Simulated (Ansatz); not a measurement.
Nudged elastic band run: Al30Si

The input (input.yaml):

```yaml
crystal:
  lattice:
    - [8.1, 0.0, 0.0]
    - [0.0, 8.1, 0.0]
    - [0.0, 0.0, 8.1]
  atoms:
    - { symbol: Al, position: [0.49689293, 0.00010386, 0.00221131] }
    - { symbol: Al, position: [0.7509622, 0.25040889, 0.00304862] }
    - { symbol: Al, position: [0.75057037, -0.00014443, 0.24951582] }
    - { symbol: Al, position: [0.00171786, 0.00013416, 0.00358752] }
    - { symbol: Al, position: [0.24749574, 0.25012101, 0.00330613] }
    - { symbol: Al, position: [0.49838939, 0.50021444, 0.00385694] }
    - { symbol: Al, position: [0.75103221, 0.74944923, 0.00325899] }
    - { symbol: Si, position: [0.2437911, 0.00010163, 0.2462614] }
    - { symbol: Al, position: [0.49591117, 0.24394744, 0.25153601] }
    - { symbol: Al, position: [0.75037922, 0.49972187, 0.24949744] }
    - { symbol: Al, position: [0.74945799, 0.24872048, 0.49948614] }
    - { symbol: Al, position: [0.74951546, -0.00042515, 0.75157361] }
    - { symbol: Al, position: [0.00115587, 0.50016027, 0.00353649] }
    - { symbol: Al, position: [0.24723463, 0.75028142, 0.00369176] }
    - { symbol: Al, position: [0.00164219, 0.24975551, 0.2498101] }
    - { symbol: Al, position: [0.24814351, 0.49994871, 0.24974328] }
    - { symbol: Al, position: [0.49601041, 0.75572297, 0.25145603] }
    - { symbol: Al, position: [0.00066791, -0.00013272, 0.49952183] }
    - { symbol: Al, position: [0.25022401, 0.24417639, 0.49828767] }
    - { symbol: Al, position: [0.4972497, 0.49979225, 0.49904494] }
    - { symbol: Al, position: [0.74965981, 0.75063584, 0.49934716] }
    - { symbol: Al, position: [0.24729176, -9.81e-06, 0.75287442] }
    - { symbol: Al, position: [0.49767844, 0.24920512, 0.75143555] }
    - { symbol: Al, position: [0.75086368, 0.50009477, 0.75202455] }
    - { symbol: Al, position: [0.00163507, 0.75004576, 0.24985792] }
    - { symbol: Al, position: [0.00267218, 0.49972704, 0.50003429] }
    - { symbol: Al, position: [0.2503051, 0.75579187, 0.49798735] }
    - { symbol: Al, position: [0.00111671, 0.25059604, 0.75281442] }
    - { symbol: Al, position: [0.24755488, 0.50017892, 0.75279174] }
    - { symbol: Al, position: [0.49756863, 0.75077074, 0.75133765] }
    - { symbol: Al, position: [0.00137817, 0.74944256, 0.75279601] }
basis:
  ecutwfc: 420.0
kpoints:
  mp_grid: { grid: [2, 2, 2] }
hamiltonian:
  xc: pbe
  pseudopotentials: { kind: paw, azcp: { folder: soft_1 } }
scf:
  occupations: { method: fermi_dirac, width: 0.15 }
  lower_state_search: "off"
neb:
  images: 7
  f_tol: 0.03
  initial_path: idpp
  max_iterations: 40
  optimiser: lbfgs
  final_atoms:
    - { symbol: Al, position: [0.50131284, 0.0, -0.00167651] }
    - { symbol: Al, position: [0.74824589, 0.25068951, -0.00189435] }
    - { symbol: Al, position: [0.74771177, 0.0, 0.25229491] }
    - { symbol: Al, position: [-0.00053621, 0.0, -0.00053621] }
    - { symbol: Al, position: [0.25167728, 0.24907927, -0.00036907] }
    - { symbol: Al, position: [0.50219368, 0.5, -0.00194165] }
    - { symbol: Al, position: [0.74824589, 0.74931049, -0.00189435] }
    - { symbol: Si, position: [0.50392958, 0.0, 0.50392958] }
    - { symbol: Al, position: [0.49975898, 0.24570497, 0.25311076] }
    - { symbol: Al, position: [0.74787575, 0.5, 0.25137798] }
    - { symbol: Al, position: [0.74717431, 0.24974452, 0.50233481] }
    - { symbol: Al, position: [0.74701768, 0.0, 0.74701768] }
    - { symbol: Al, position: [-0.0013986, 0.5, -0.0013986] }
    - { symbol: Al, position: [0.25167728, 0.75092073, -0.00036907] }
    - { symbol: Al, position: [-0.00036907, 0.24907927, 0.25167728] }
    - { symbol: Al, position: [0.25188811, 0.5, 0.25188811] }
    - { symbol: Al, position: [0.49975898, 0.75429503, 0.25311076] }
    - { symbol: Al, position: [-0.00167651, 0.0, 0.50131284] }
    - { symbol: Al, position: [0.25311076, 0.24570497, 0.49975898] }
    - { symbol: Al, position: [0.50176878, 0.5, 0.50176878] }
    - { symbol: Al, position: [0.74717431, 0.75025548, 0.50233481] }
    - { symbol: Al, position: [0.25229491, 0.0, 0.74771177] }
    - { symbol: Al, position: [0.50233481, 0.24974452, 0.74717431] }
    - { symbol: Al, position: [0.74810466, 0.5, 0.74810466] }
    - { symbol: Al, position: [-0.00036907, 0.75092073, 0.25167728] }
    - { symbol: Al, position: [-0.00194165, 0.5, 0.50219368] }
    - { symbol: Al, position: [0.25311076, 0.75429503, 0.49975898] }
    - { symbol: Al, position: [-0.00189435, 0.25068951, 0.74824589] }
    - { symbol: Al, position: [0.25137798, 0.5, 0.74787575] }
    - { symbol: Al, position: [0.50233481, 0.75025548, 0.74717431] }
    - { symbol: Al, position: [-0.00189435, 0.74931049, 0.74824589] }
  order_check: true
```

Command:

```bash
$ ansatz run input.yaml --threads 2 --pin off --max-ram 5120MiB --backend cpu --events-out ev --progress --plain --runs-dir out
```

Output, in part (warnings, iteration lines):

```
NEB end point (image 0): max|allowed force component| = 1.741e-2 eV/Å (the criterion of neb.relax_end_points is 1.000e-2)
NEB end point (image 8): max|allowed force component| = 2.059e-2 eV/Å (the criterion of neb.relax_end_points is 1.000e-2)
NEB iter   1: max|band force component| = 9.028e-1 eV/Å  barrier→ = 0.7532 eV  barrier← = 0.7524 eV  Δτ_max = 0.0146 Å  (72 SCF iters)
NEB iter   2: max|band force component| = 7.010e-1 eV/Å  barrier→ = 0.7223 eV  barrier← = 0.7215 eV  Δτ_max = 0.0638 Å  (33 SCF iters)
NEB iter   3: max|band force component| = 1.414e-1 eV/Å  barrier→ = 0.6324 eV  barrier← = 0.6316 eV  CI = image 4  Δτ_max = 0.0024 Å  (38 SCF iters)
NEB iter   4: max|band force component| = 1.351e-1 eV/Å  barrier→ = 0.6309 eV  barrier← = 0.6301 eV  CI = image 4  Δτ_max = 0.0699 Å  (24 SCF iters)
NEB iter   5: max|band force component| = 1.283e-1 eV/Å  barrier→ = 0.6096 eV  barrier← = 0.6088 eV  CI = image 4  Δτ_max = 0.0320 Å  (42 SCF iters)
NEB iter   6: max|band force component| = 3.286e-1 eV/Å  barrier→ = 0.6082 eV  barrier← = 0.6074 eV  CI = image 4  Δτ_max = 0.0047 Å  (35 SCF iters)
NEB iter   7: max|band force component| = 2.666e-1 eV/Å  barrier→ = 0.6073 eV  barrier← = 0.6066 eV  CI = image 4  Δτ_max = 0.0223 Å  (23 SCF iters)
NEB iter   8: max|band force component| = 3.186e-2 eV/Å  barrier→ = 0.6053 eV  barrier← = 0.6045 eV  CI = image 4  Δτ_max = 0.0030 Å  (35 SCF iters)
NEB iter   9: max|band force component| = 1.973e-2 eV/Å  barrier→ = 0.6051 eV  barrier← = 0.6044 eV  CI = image 4  Δτ_max = 0.0399 Å  (21 SCF iters)
NEB iter  10: max|band force component| = 6.956e-2 eV/Å  barrier→ = 0.6035 eV  barrier← = 0.6027 eV  CI = image 4  Δτ_max = 0.0435 Å  (5 SCF iters)
NEB iter  11: max|band force component| = 5.064e-2 eV/Å  barrier→ = 0.6022 eV  barrier← = 0.6015 eV  CI = image 4  Δτ_max = 0.0510 Å  (35 SCF iters)
NEB iter  12: max|band force component| = 1.588e-2 eV/Å  barrier→ = 0.6017 eV  barrier← = 0.6010 eV  CI = image 4  Δτ_max = 0.0000 Å  (190 SCF iters)
```

The run converged. The band force fell under the threshold earlier too, but the program's further tests of the path sent the band on. By the program's own check the climbing image is a first-order saddle point (lowest curvatures found: -0.99 and 0.35 eV/Å²). Limits of this set-up: coarse k mesh, no spin, though dangling bonds at a vacancy may carry it, a small cell, in which the defect meets its images.

Final band:

```
image  path coordinate (Å)  energy (eV)
    0                 0.00         0.00
    1                 0.40         0.11
    2                 0.79         0.33
    3                 1.19         0.53
    4                 1.58         0.60
    5                 1.97         0.53
    6                 2.36         0.34
    7                 2.75         0.12
    8                 3.14         0.00
```

Time of the run: 18 min on 2 threads of Arm Neoverse V1 (shared host), peak memory 2.3 GiB.
